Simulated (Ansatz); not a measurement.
**ClFH₂SSn: a ladder of functionals and wavefunction methods**

An exercise on one series of results from a longer session: the logs are not shown, and one member is left open.

Computed with Ansatz 0.2.0, Gaussian basis. Level: functionals in def2-TZVPP, the program's frozen cores in correlated methods.

The runs, in order: LDA (SPW92), PBE-D4, revPBE-D4, BLYP-D4, r2SCAN-D4, B97M-V, PBE0-D4, B3LYP-D4, r2SCANh-D4, r2SCAN0-D4, HSE06-D4, BHLYP-D4, CAM-B3LYP-D4, LC-ωPBE, ωB97X-V, ωB97M-V, B2PLYP, PBE-QIDH; CCSD(T)/def2-SVP; CCSD(T)/def2-TZVPP; MP2/def2-QZVPP; extrapolation to the limit; RPA on PBE.

**Structure used throughout**

All runs share one geometry, relaxed beforehand with PBE0-D4 in a triple-zeta def2 set. Sn takes the def2 core potential; no spin-orbit term is included.

6 atoms, charge 0, spin multiplicity 1.

Atoms are counted from 1 here; the program's logs count them from 0.

Bond lengths: F1–Sn2 1.911 Å, Sn2–S3 2.366 Å, Sn2–Cl4 2.307 Å, Sn2–H5 1.693 Å, S3–H6 1.345 Å. Angles: F1–Sn2–S3 108.3°, F1–Sn2–Cl4 102.9°, F1–Sn2–H5 107.5°, S3–Sn2–Cl4 109.8°, S3–Sn2–H5 115.2°, Cl4–Sn2–H5 112.3°, Sn2–S3–H6 92.0°.

The first run:

Contents of in.yaml:

```yaml
crystal:
  periodic: [false, false, false]
  atoms:
    - {symbol: F, position_ang: [-1.817070, 0.320640, -0.819224]}
    - {symbol: Sn, position_ang: [0.043977, -0.034279, -0.570848]}
    - {symbol: S, position_ang: [0.793988, 1.204167, 1.300798]}
    - {symbol: Cl, position_ang: [0.076842, -2.288117, -0.081180]}
    - {symbol: H, position_ang: [0.828378, 0.318379, -2.028884]}
    - {symbol: H, position_ang: [0.115984, 0.415208, 2.153137]}
basis:
  gaussian: {orbitals: def2-TZVPP}
hamiltonian: {xc: lda}
output: {orbitals: {seedname: orbitals}}
```

Steps of the session up to this table: LDA; PBE-D4 (GGA); revPBE-D4 (GGA); BLYP-D4 (GGA); r2SCAN-D4 (meta-GGA); B97M-V (meta-GGA); PBE0-D4 (hybrid); B3LYP-D4 (hybrid); r2SCANh-D4 (hybrid); r2SCAN0-D4 (hybrid); HSE06-D4 (hybrid); BHLYP-D4 (hybrid); CAM-B3LYP-D4 (range-separated); LC-ωPBE-D4 (range-separated; the results give it without D4); ωB97X-V (range-separated); ωB97M-V (range-separated); B2PLYP (double hybrid); PBE-QIDH (double hybrid).

One of the session's tables, all rows but one given; the rest of the session is left out.

It belongs to the step «Orbital energies across the functionals». 

```
  functional  HOMO (eV)  LUMO (eV)  gap (eV)
 LDA (SPW92)      -7.12      -3.07      4.04
      PBE-D4      -6.98      -2.80      4.18
   revPBE-D4      -6.93      -2.70      4.23
     BLYP-D4      -6.81      -2.75      4.06
   r2SCAN-D4      -7.30      -2.58      4.72
      B97M-V      -7.37      -2.52      4.85
     PBE0-D4      -8.27      -1.88      6.39
    B3LYP-D4      -8.00      -2.19      5.82
  r2SCANh-D4      -7.77      -2.25      5.52
  r2SCAN0-D4      -8.47      -1.74      6.73
    HSE06-D4      -7.86      -2.25      5.62
    BHLYP-D4      -9.39      -0.90      8.49
CAM-B3LYP-D4          ?          ?         ?
     LC-ωPBE     -11.04       0.38     11.42
     ωB97X-V     -10.66       0.27     10.92
     ωB97M-V     -10.48       0.13     10.61
```

Q: Estimate the row for CAM-B3LYP-D4 from the others.

**Answer.** HOMO (eV): -9.60; LUMO (eV): -0.87; gap (eV): 8.73. In the column «HOMO (eV)» it lies between ωB97M-V (-10.48) and BHLYP-D4 (-9.39).
